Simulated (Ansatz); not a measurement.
This script makes an equation of state with a fit of AlCo, space group Pm-3m with Ansatz 0.2.0 through its Python package.

`eos_alco.py`
```python
'''Energy against volume for AlCo, with a fit.'''

import ansatz as az
import numpy as np
from pymatgen.analysis.eos import EOS

VECTORS = np.array([
    [2.819403, 0.0, 0.0],
    [0.0, 2.819403, 0.0],
    [0.0, 0.0, 2.819403],
])
SITES = [
    ('Al', (0.0, 0.0, 0.0), 0.0),
    ('Co', (0.5, 0.5, 0.5), 3.2),
]


def build(cell):
    crystal = az.Crystal(lattice=az.Lattice.of(cell))
    for symbol, position, moment in SITES:
        crystal = crystal.atom(symbol, position, moment=moment or None)
    return crystal


def main() -> None:
    # scale the volume, keep shape and fractions
    volumes, energies, pressures = [], [], []
    for scale in np.linspace(0.9, 1.1, 9):
        cell = VECTORS * scale ** (1 / 3)
        base = build(cell).calculation()
        base = base.spin(az.SpinTreatment.COLLINEAR)
        base = base.occupations(az.OccupationsMethod.COLD, width=0.1)
        base = base.scf(extra_bands=6)
        base = base.functional('pbe').basis(500)
        base = base.kpoints(10, 10, 10)
        base = base.stress()
        report = base.run(threads=1, pin='off').report
        volumes.append(abs(np.linalg.det(cell)) / len(SITES))
        energies.append(report['free_energy_ev'] / len(SITES))
        pressures.append(np.trace(report['stress_gpa']) / 3)
        print(f'V = {volumes[-1]:8.4f} A^3/atom  F = {energies[-1]:.5f} eV/atom  P = {pressures[-1]:8.3f} GPa')

    for form in ['vinet', 'murnaghan']:
        fit = EOS(eos_name=form).fit(volumes, energies)
        print(f'{form:18s} V0 {fit.v0:8.4f} A^3/atom  B0 {fit.b0_GPa:7.1f} GPa  B1 {fit.b1:5.2f}')


if __name__ == '__main__':
    main()
```

From its runs, with one value withheld:

| V (Å³/atom) | F less the lowest row shown (meV/atom) |
| --- | --- |
| 10.085 | 139.74 |
| 10.365 | 88.09 |
| 10.645 | 49.83 |
| 10.926 | 23.32 |
| 11.206 | 7.12 |
| 11.486 | 0.00 |
| 11.766 | 0.86 |
| 12.046 | 8.74 |
| 12.326 | ? |

What is the missing energy at 12.326 Å³ an atom?

A third-order Birch-Murnaghan fit, E = E0 + (9 V0 B0 / 16) [(t - 1)³ B' + (t - 1)² (6 - 4t)] with t = (V0/V)^(2/3), through the 8 rows shown gives V0 = 11.593 Å³, B0 = 179.7 GPa, B' = 4.26 and E0 = -0.56 meV. At V = 12.326 Å³, t = 0.95992, and the fit extrapolates to 22.81 meV. The run gave 22.79 meV, a miss of 0.01 meV.

What to keep in mind:
- The settings weren't tested for convergence.
- The SCF didn't keep the moments it started from (some shrank, vanished or turned); what is printed is the state reached.
- For a metal this k-point mesh is coarse: on a finer one energies can move by several to tens of meV an atom and pressures by half a GPa or more, differences at one mesh by less.
- Pressure is positive in compression.
- At these settings the cell as given stands under about 7 GPa, so it isn't at this functional's equilibrium volume.
- This cell is a computed structure, which may not be the phase found in nature.
- Finished in 55 s on 1 thread of Arm Neoverse V1, with other jobs on the host, peak memory 0.48 GiB.
